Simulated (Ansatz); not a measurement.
# YZr2O2: the cost of one run

Method: DFT PBE, scalar-relativistic, plane waves, PAW, in Ansatz 0.2.0.

## 1. Starting point

Symmetry: P-3m1, No. 164, trigonal system. Conventional cell: a = 3.895 Å, b = 3.895 Å, c = 6.245 Å, α = 90.00°, β = 90.00°, γ = 120.00°. Y (site symmetry -3m) has 6 O at 2.68 Å as nearest neighbours. Zr (site symmetry 3m) is surrounded by 4 O at 2.41 to 2.49 Å. O (site symmetry 3m) is surrounded by 4 Zr at 2.41 to 2.49 Å and 3 Y at 2.68 Å.

Coordinates:

```cif
data_structure
_symmetry_space_group_name_H-M 'P-3m1'
_symmetry_Int_Tables_number 164
_cell_length_a 3.8951
_cell_length_b 3.8951
_cell_length_c 6.2451
_cell_angle_alpha 90.000
_cell_angle_beta 90.000
_cell_angle_gamma 120.000
_cell_volume 82.05
loop_
_atom_site_label
_atom_site_type_symbol
_atom_site_symmetry_multiplicity
_atom_site_Wyckoff_symbol
_atom_site_fract_x
_atom_site_fract_y
_atom_site_fract_z
_atom_site_occupancy
Y1 Y 1 a 0.00000 0.00000 0.00000 1
Zr1 Zr 2 d 0.33333 0.66667 0.36944 1
O1 O 2 d 0.33333 0.66667 0.76793 1
```

Recipe of the guess: species swapped into a database cell of Mn2ZnAs2 (P-3m1, No. 164), with Zr on the Mn sites, Y on the Zn sites and O on the As sites. Lengths come from tabulated atomic sizes and are only a guess.

## 2. The guess as it stands, on a coarse mesh

Input file input.yaml:

```yaml
crystal:
  lattice:
    - [3.89509605, 0.0, 0.0]
    - [-1.94754802, 3.37325213, 0.0]
    - [0.0, 0.0, 6.24507724]
  atoms:
    - { symbol: "Y", position: [0.0, 0.0, 0.0] }
    - { symbol: Zr, position: [0.33333333, 0.66666667, 0.36943999] }
    - { symbol: Zr, position: [0.66666667, 0.33333333, 0.63056001] }
    - { symbol: O, position: [0.33333333, 0.66666667, 0.76792997] }
    - { symbol: O, position: [0.66666667, 0.33333333, 0.23207003] }
basis:
  ecutwfc: 420
kpoints:
  mp_grid: { grid: [6, 6, 4] }
hamiltonian:
  xc: pbe
scf:
  occupations: { method: gaussian, width: 0.1 }
  lower_state_search: "off"
output:
  forces: true
  stress: true
  eigenvalues: true
```

Launch:

```bash
$ ansatz run input.yaml --threads 1 --pin off --max-ram 2560MiB --backend cpu --events-out ev --progress --plain --runs-dir out
```

**Question.** How long does this run take on 1 thread of Intel Xeon at 2.70GHz, shared host, and how much memory does it need?

About 5 s, with a peak of 0.4 GiB.
